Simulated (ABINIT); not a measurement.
Crystal: ZnBi3.

```
CELL_PARAMETERS angstrom
4.87316 0.00000 0.00000
0.00000 4.87316 0.00000
0.00000 0.00000 4.87316
ATOMIC_POSITIONS crystal
Bi 0.50000 0.50000 0.00000
Bi 0.50000 0.00000 0.50000
Bi 0.00000 0.50000 0.50000
Zn 0.00000 0.00000 0.00000
```

The cell comes from a database or a generator and needn't be the stable form of this composition.

- Program: ABINIT 10.8.3 (patched build)
- Task: single point
- Functional: PBE
- Potentials or basis: JTH PAW PBE v2.0
- Cutoff: 599 eV
- k mesh: 6 × 6 × 6
- Occupations: fermi-dirac, width 0.05 eV
- Spin: no spin polarisation

On this cell: pressure -0.1 GPa; largest force zero by symmetry; band gap on the k mesh none (metal or under the smearing width).

The same run follows on a disturbed copy (atoms moved at random, drawn with an rms of 0.05 Å):

```
Bi Zn
1.0
     4.87316    0.00000    0.00000
     0.00000    4.87316    0.00000
     0.00000    0.00000    4.87316
Bi Zn
3 1
Direct
  0.50127 0.50343 0.00775
  0.50217 0.99007 0.50443
  0.99079 0.50316 0.49957
  0.99911 0.00130 0.99692
```

**Question.** What changes?

**Answer.** The energy (extrapolated to zero smearing) moves by +2.5 meV/atom; pressure 0.0 GPa; largest force 0.187 eV/Å; band gap on the k mesh none (metal or under the smearing width).

Forces on the atoms (eV/Å):
```
Bi  -0.084 -0.097 -0.058
Bi  -0.082  0.163  0.040
Bi   0.138 -0.099  0.022
Zn   0.029  0.033 -0.003
```

Caveats: spin-orbit coupling is left out, which moves the levels of the heavy elements.
